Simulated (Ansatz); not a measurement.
Below is the output of a Python script on Ansatz 0.2.0 through its Python package that makes a ladder of methods at one geometry of Al₂FH₇Si₂, SMILES [F][AlH][SiH2][SiH2][AlH2]. Write a script that gives it. Settings (for the species named): revPBE, def2-SVP basis, multiplicity 1. The script varies functional: revpbe, lda, r2scan, r2scan0.

```yaml
atoms:
  - { symbol: F, position_ang: [-2.7339, -0.1395, 1.1016] }
  - { symbol: Al, position_ang: [-1.2967, 0.3896, 1.9763] }
  - { symbol: Si, position_ang: [0.7868, -0.3191, 1.1918] }
  - { symbol: Si, position_ang: [1.1972, 0.4272, -0.8831] }
  - { symbol: Al, position_ang: [-0.5456, -0.5033, -2.2914] }
  - { symbol: H, position_ang: [-1.3992, 1.3409, 3.2677] }
  - { symbol: H, position_ang: [1.8986, 0.2243, 2.0813] }
  - { symbol: H, position_ang: [0.9152, -1.7727, 1.2091] }
  - { symbol: H, position_ang: [2.4519, 0.0139, -1.3175] }
  - { symbol: H, position_ang: [1.0341, 1.8851, -0.8736] }
  - { symbol: H, position_ang: [-0.6942, -2.0800, -2.3979] }
  - { symbol: H, position_ang: [-1.5372, 0.4784, -3.0302] }
```

Output of `python methods.py`:
```text
functional    E (Ha)        dipole (D)   HOMO (eV)  LUMO (eV)
revpbe       -1167.240832     1.293      -6.268     -2.725
lda          -1162.367793     1.402      -6.358     -3.065
r2scan       -1167.354720     1.347      -6.565     -2.642
r2scan0      -1167.326833     1.439      -7.506     -2.008
```

The script that was run (others could print the same):

The script, `methods.py`:
```python
'''One geometry of Al2FH7Si2, method by method.'''

from pathlib import Path
import warnings

import ansatz as az
import numpy as np

warnings.simplefilter('ignore', az.DeckWarning)

system = (
    az.Crystal.molecule()
    .atom('F', [-2.7339, -0.1395, 1.1016])
    .atom('Al', [-1.2967, 0.3896, 1.9763])
    .atom('Si', [0.7868, -0.3191, 1.1918])
    .atom('Si', [1.1972, 0.4272, -0.8831])
    .atom('Al', [-0.5456, -0.5033, -2.2914])
    .atom('H', [-1.3992, 1.3409, 3.2677])
    .atom('H', [1.8986, 0.2243, 2.0813])
    .atom('H', [0.9152, -1.7727, 1.2091])
    .atom('H', [2.4519, 0.0139, -1.3175])
    .atom('H', [1.0341, 1.8851, -0.8736])
    .atom('H', [-0.6942, -2.08, -2.3979])
    .atom('H', [-1.5372, 0.4784, -3.0302])
)

setup = system.calculation().basis(gaussian='def2-SVP')

print('functional    E (Ha)        dipole (D)   HOMO (eV)  LUMO (eV)')
for name in ['revpbe', 'lda', 'r2scan', 'r2scan0']:
    summary = setup.functional(name).forces().orbitals().run(threads=1, runs_dir='runs').report
    lines = Path(summary['orbitals_path']).read_text().splitlines()
    field_of = lambda key: [line.split('=')[1].strip() for line in lines if line.startswith(key)]
    orbitals = [(27.211386 * float(e), s, float(n)) for e, s, n in zip(field_of('Ene='), field_of('Spin='), field_of('Occup='))]
    homo = max(e for e, _, n in orbitals if n > 0.5)
    lumo = min(e for e, _, n in orbitals if n < 0.5)
    dipole = 4.803205 * np.linalg.norm(summary['charge_distribution']['dipole_moment_e_ang'])
    print(f'{name:10s} {summary["free_energy_ev"] / 27.211386246:14.6f} {dipole:9.3f} {homo:11.3f} {lumo:10.3f}')
```

What to keep in mind:
- Total energies depend on the basis set; only differences at equal settings carry meaning.
- The geometry is a force-field or estimated start, not a minimum of this method, and the basis set is short of its limit. A lower total doesn't mark the better method: functionals have no common bound, and MP2 and coupled cluster aren't variational.
- Levels such as HOMO and LUMO are orbital energies: with these approximate functionals they aren't the ionisation energy and electron affinity, and their gap isn't the fundamental gap.
- Finished in 37 s on 1 thread of Arm Neoverse V1, on a shared host, peak memory 0.37 GiB.
